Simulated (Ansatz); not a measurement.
**CH3FMoS2: a ladder of functionals and wavefunction methods**

One table from this session's results is given with a row withheld; the runs are named, their logs left out.

The runs use Ansatz 0.2.0, Gaussian basis; functionals in def2-TZVPP, the program's frozen cores in correlated methods.

The runs, in order: LDA (SPW92), PBE-D4, revPBE-D4, BLYP-D4, r2SCAN-D4, B97M-V, PBE0-D4, B3LYP-D4, r2SCANh-D4, r2SCAN0-D4, HSE06-D4, BHLYP-D4, CAM-B3LYP-D4, LC-ωPBE, ωB97X-V, ωB97M-V, B2PLYP, PBE-QIDH; CCSD(T)/def2-SVP; CCSD(T)/def2-TZVPP; MP2/def2-QZVPP; extrapolation to the limit; RPA on PBE.

### The relaxed structure

An earlier PBE0-D4 in a triple-zeta def2 set relaxation fixed the geometry. Mo takes the def2 core potential; no spin-orbit term is included.

8 atoms, charge 0, spin multiplicity 1.

Atoms are counted from 1 here; the program's logs count them from 0.

Bond lengths: C1–Mo2 2.080 Å, C1–H6 1.095 Å, C1–H7 1.095 Å, C1–H8 1.090 Å, Mo2–F3 1.838 Å, Mo2–S4 2.090 Å, Mo2–S5 2.090 Å. Angles: Mo2–C1–H6 107.2°, Mo2–C1–H7 107.1°, Mo2–C1–H8 112.8°, H6–C1–H7 110.6°, H6–C1–H8 109.6°, H7–C1–H8 109.5°, C1–Mo2–F3 110.2°, C1–Mo2–S4 103.8°, C1–Mo2–S5 103.8°, F3–Mo2–S4 114.3°, F3–Mo2–S5 114.3°, S4–Mo2–S5 109.4°.

Set-up of the first run:

Contents of in.yaml:

```yaml
crystal:
  periodic: [false, false, false]
  atoms:
    - {symbol: C, position_ang: [-0.929970, -0.064426, 0.581634]}
    - {symbol: Mo, position_ang: [0.865632, -0.032722, -0.468099]}
    - {symbol: F, position_ang: [1.984059, -1.356000, 0.144923]}
    - {symbol: S, position_ang: [0.280891, -0.255714, -2.461793]}
    - {symbol: S, position_ang: [1.582548, 1.907213, -0.169451]}
    - {symbol: H, position_ang: [-1.378496, -1.050558, 0.425538]}
    - {symbol: H, position_ang: [-0.687984, 0.086643, 1.638444]}
    - {symbol: H, position_ang: [-1.624580, 0.708361, 0.252905]}
basis:
  gaussian: {orbitals: def2-TZVPP}
hamiltonian: {xc: lda}
output: {orbitals: {seedname: orbitals}}
```

Among the steps run: LDA; PBE-D4 (GGA); revPBE-D4 (GGA); BLYP-D4 (GGA); r2SCAN-D4 (meta-GGA); B97M-V (meta-GGA); PBE0-D4 (hybrid); B3LYP-D4 (hybrid); r2SCANh-D4 (hybrid); r2SCAN0-D4 (hybrid); HSE06-D4 (hybrid); BHLYP-D4 (hybrid); CAM-B3LYP-D4 (range-separated); LC-ωPBE-D4 (range-separated; the results give it without D4); ωB97X-V (range-separated); ωB97M-V (range-separated); B2PLYP (double hybrid); PBE-QIDH (double hybrid).

One of the session's tables, all rows but one given; the rest of the session is left out.

It belongs to the step «Frontier levels by functional». 

```
  functional  HOMO (eV)  LUMO (eV)  gap (eV)
 LDA (SPW92)      -6.57      -4.33      2.23
      PBE-D4      -6.42      -4.14      2.28
   revPBE-D4      -6.36      -4.07      2.30
     BLYP-D4          ?          ?         ?
   r2SCAN-D4      -6.68      -4.14      2.54
      B97M-V      -6.73      -4.10      2.63
     PBE0-D4      -7.51      -3.41      4.10
    B3LYP-D4      -7.28      -3.59      3.69
  r2SCANh-D4      -7.08      -3.85      3.23
  r2SCAN0-D4      -7.68      -3.41      4.28
    HSE06-D4      -7.13      -3.79      3.34
    BHLYP-D4      -8.44      -2.49      5.96
CAM-B3LYP-D4      -8.69      -2.34      6.34
     LC-ωPBE      -9.97      -1.31      8.66
     ωB97X-V      -9.64      -1.35      8.29
     ωB97M-V      -9.48      -1.33      8.15
```

Estimate the missing values for BLYP-D4.

Worked estimate for «HOMO (eV)». Against the share of exact exchange, B3LYP-D4 (0.2, -7.28), BHLYP-D4 (0.5, -8.44) give a slope of -3.87 per unit share; at 0 the line stands at -6.51.

The run gave: HOMO (eV): -6.24; LUMO (eV): -4.00; gap (eV): 2.24. In «HOMO (eV)» the line misses by -0.27.
